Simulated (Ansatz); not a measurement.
# CH5BOS2: basis-set convergence

The task here is to estimate one member of a computed series from the others.

The runs use Ansatz 0.2.0, Gaussian basis; one geometry, several basis sets.

Levels to be run: PBE0-D4/def2-SVP; ωB97M-V/def2-SVP; PBE0-D4/def2-QZVPP; ωB97M-V/def2-QZVPP; the functionals' def2-TZVPP values are taken from earlier runs.

**The geometry**

An earlier PBE0-D4 in a triple-zeta def2 set relaxation fixed the geometry.

SMILES `COB(S)S`, 10 atoms, charge 0, spin multiplicity 1.

Atoms are counted from 1 here; the program's logs count them from 0.

Bond lengths: C1–O2 1.415 Å, C1–H6 1.089 Å, C1–H7 1.094 Å, C1–H8 1.094 Å, O2–B3 1.350 Å, B3–S4 1.814 Å, B3–S5 1.823 Å, S4–H9 1.343 Å, S5–H10 1.341 Å. Angles: O2–C1–H6 107.5°, O2–C1–H7 110.9°, O2–C1–H8 110.9°, H6–C1–H7 109.2°, H6–C1–H8 109.2°, H7–C1–H8 109.1°, C1–O2–B3 122.0°, O2–B3–S4 119.4°, O2–B3–S5 120.7°, S4–B3–S5 119.9°, B3–S4–H9 95.2°, B3–S5–H10 96.2°.

Set-up of the first run:

Input file in.yaml:

```yaml
crystal:
  periodic: [false, false, false]
  atoms:
    - {symbol: C, position_ang: [0.106612, -1.601318, -0.306289]}
    - {symbol: O, position_ang: [0.011538, -0.535482, 0.619857]}
    - {symbol: B, position_ang: [-0.041287, 0.753879, 0.223853]}
    - {symbol: S, position_ang: [-0.165520, 2.064155, 1.472173]}
    - {symbol: S, position_ang: [0.010760, 1.187344, -1.545671]}
    - {symbol: H, position_ang: [0.142612, -2.528838, 0.263463]}
    - {symbol: H, position_ang: [-0.763085, -1.620445, -0.969010]}
    - {symbol: H, position_ang: [1.014875, -1.514782, -0.909251]}
    - {symbol: H, position_ang: [-0.166022, 1.229214, 2.524694]}
    - {symbol: H, position_ang: [-0.067483, 2.514972, -1.370819]}
basis:
  gaussian: {orbitals: def2-SVP}
hamiltonian: {xc: pbe0, dispersion: d4}
output: {orbitals: {seedname: orbitals}}
```

Run with:

```bash
$ ansatz run in.yaml --threads 4 --pin off --events-out ev --progress --plain --max-ram 10444MiB
```

Among the steps run: PBE0-D4 in def2-SVP; ωB97M-V in def2-SVP; PBE0-D4 in def2-QZVPP; ωB97M-V in def2-QZVPP.

One table of the session follows, with a row left open; its other results are not shown here.

It belongs to the step «Density functionals: the series». 

| functional | basis | HOMO (eV) | LUMO (eV) |
| --- | --- | --- | --- |
| PBE0-D4 | def2-SVP | -7.16 | 0.60 |
| PBE0-D4 | def2-TZVPP | -7.33 | 0.18 |
| PBE0-D4 | def2-QZVPP | -7.36 | -0.01 |
| ωB97M-V | def2-SVP | ? | ? |
| ωB97M-V | def2-TZVPP | -9.47 | 1.94 |
| ωB97M-V | def2-QZVPP | -9.50 | 1.46 |

**Question.** Estimate the row for ωB97M-V, def2-SVP.

**Answer.** HOMO (eV): -9.27; LUMO (eV): 2.59. In the column «HOMO (eV)» it lies between ωB97M-V, def2-TZVPP (-9.47) and PBE0-D4, def2-QZVPP (-7.36).
